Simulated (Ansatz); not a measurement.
**CH₈B₂N₂: basis-set convergence**

An exercise on one series of results from a longer session: the logs are not shown, and one member is left open.

Program: Ansatz 0.2.0, Gaussian basis. Level of theory: one geometry, several basis sets. These are calculated values, not measurements.

Plan: PBE0-D4/def2-SVP; ωB97M-V/def2-SVP; PBE0-D4/def2-QZVPP; ωB97M-V/def2-QZVPP; the functionals' def2-TZVPP values are taken from earlier runs.

## The relaxed structure

All runs share one geometry, relaxed beforehand with PBE0-D4 in a triple-zeta def2 set.

SMILES `BNBNC`, 13 atoms, charge 0, spin multiplicity 1.

Atoms are counted from 1 here; the program's logs count them from 0.

Bond lengths: B1–N2 1.402 Å, B1–H6 1.195 Å, B1–H7 1.199 Å, N2–B3 1.452 Å, N2–H8 1.010 Å, B3–N4 1.394 Å, B3–H9 1.200 Å, N4–C5 1.445 Å, N4–H10 1.006 Å, C5–H11 1.095 Å, C5–H12 1.092 Å, C5–H13 1.090 Å. Angles: N2–B1–H6 120.6°, N2–B1–H7 118.9°, H6–B1–H7 120.5°, B1–N2–B3 132.1°, B1–N2–H8 114.7°, B3–N2–H8 112.6°, N2–B3–N4 125.3°, N2–B3–H9 117.8°, N4–B3–H9 116.9°, B3–N4–C5 130.3°, B3–N4–H10 115.9°, C5–N4–H10 113.8°, N4–C5–H11 112.5°, N4–C5–H12 110.1°, N4–C5–H13 110.3°, H11–C5–H12 108.2°, H11–C5–H13 107.6°, H12–C5–H13 108.0°.

The first run:

in.yaml

```yaml
crystal:
  periodic: [false, false, false]
  atoms:
    - {symbol: B, position_ang: [-0.360825, 0.839436, 1.706839]}
    - {symbol: N, position_ang: [-1.023677, 0.967752, 0.478628]}
    - {symbol: B, position_ang: [-1.024624, 0.143802, -0.716603]}
    - {symbol: N, position_ang: [0.023035, -0.677298, -1.129246]}
    - {symbol: C, position_ang: [1.346325, -0.851857, -0.576695]}
    - {symbol: H, position_ang: [0.418955, -0.048066, 1.887136]}
    - {symbol: H, position_ang: [-0.607440, 1.619438, 2.583142]}
    - {symbol: H, position_ang: [-1.729744, 1.689799, 0.453505]}
    - {symbol: H, position_ang: [-1.994335, 0.184328, -1.423031]}
    - {symbol: H, position_ang: [-0.148496, -1.227077, -1.953762]}
    - {symbol: H, position_ang: [1.394783, -1.675008, 0.143373]}
    - {symbol: H, position_ang: [2.062616, -1.054928, -1.376012]}
    - {symbol: H, position_ang: [1.663827, 0.055080, -0.062473]}
basis:
  gaussian: {orbitals: def2-SVP}
hamiltonian: {xc: pbe0, dispersion: d4}
output: {orbitals: {seedname: orbitals}}
```

Among the steps run: PBE0-D4 in def2-SVP; ωB97M-V in def2-SVP; PBE0-D4 in def2-QZVPP; ωB97M-V in def2-QZVPP.

One of the session's tables, all rows but one given; the rest of the session is left out.

It belongs to the step «Functionals by basis». 

```
functional       basis  HOMO (eV)  LUMO (eV)
   PBE0-D4    def2-SVP      -7.27      -0.15
   PBE0-D4  def2-TZVPP      -7.37      -0.36
   PBE0-D4  def2-QZVPP      -7.39      -0.41
   ωB97M-V    def2-SVP          ?          ?
   ωB97M-V  def2-TZVPP      -9.68       1.51
   ωB97M-V  def2-QZVPP      -9.69       1.32
```

Q: Estimate the row for ωB97M-V, def2-SVP from the others.

The run gave: HOMO (eV): -9.56; LUMO (eV): 1.90. In the column «HOMO (eV)» it lies between ωB97M-V, def2-TZVPP (-9.68) and PBE0-D4, def2-QZVPP (-7.39).
